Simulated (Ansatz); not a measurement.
Crystal: TiTeS.

```
CELL_PARAMETERS angstrom
3.60350 0.00000 0.00000
-1.80175 3.12072 0.00000
0.00000 0.00000 6.52559
ATOMIC_POSITIONS crystal
Te 0.00000 0.00000 0.74701
Ti 0.33333 0.66667 0.03327
S 0.66667 0.33333 0.21972
```

The cell comes from a database or a generator and needn't be the stable form of this composition.

* Program: Ansatz 0.2.0
* Task: relaxation of cell and atoms
* Functional: RPBE
* Potentials or basis: Ansatz PAW
* Cutoff: 420 eV (not typed: the program's choice for these potentials)
* k mesh: 9 × 9 × 4
* Occupations: fermi-dirac, width 0.05 eV
* Spin: no spin polarisation

At the start: volume 24.46 Å³/atom.

How do energy, volume and symmetry change on relaxing?

It ends after 13 steps and the volume is 31.26 Å³/atom (+27.8 %); space group P3m1 (No. 156, to 0.05 Å).

Step by step:
```
step  energy change (eV)  largest force (eV/Å)  volume (Å³)
   1              0.0000                0.2379        73.38
   2             -0.0466                0.2005        79.37
   3             -0.0682                0.0547        83.24
   4             -0.0768                0.0298        85.53
   5             -0.0771                0.0126        85.82
   6             -0.0771                0.0004        85.75
   7             -0.0845                0.0008        85.75
   8             -0.0890                0.0062        87.84
   9             -0.0930                0.0372        91.42
  10             -0.0936                0.0060        92.70
  11             -0.0935                0.0102        93.91
  12             -0.0936                0.0006        93.79
  13             -0.0950                0.0004        93.79
```

Final structure:
```yaml
crystal:
  lattice:
    - [3.64177, 0.00000, 0.00000]
    - [-1.82089, 3.15387, 0.00000]
    - [0.00000, 0.00000, 8.16598]
  atoms:
    - { symbol: Te, position: [0.00000, 0.00000, 0.79544] }
    - { symbol: Ti, position: [0.33333, 0.66667, 0.02806] }
    - { symbol: S, position: [0.66667, 0.33333, 0.17651] }
```

Caveat: the volume moved by over 15 % at a fixed basis, so the end points are rough; the plane-wave basis is chosen anew once the cell has moved, so the energies of steps on either side of that aren't comparable; this functional lacks dispersion, which binds the layers, so the pressure and a relaxed spacing across them are unreliable, and here the layers came unbound; the PAW data sets come from PBE, with cores solved anew for the run's functional, which leaves a small shift of forces and pressure.
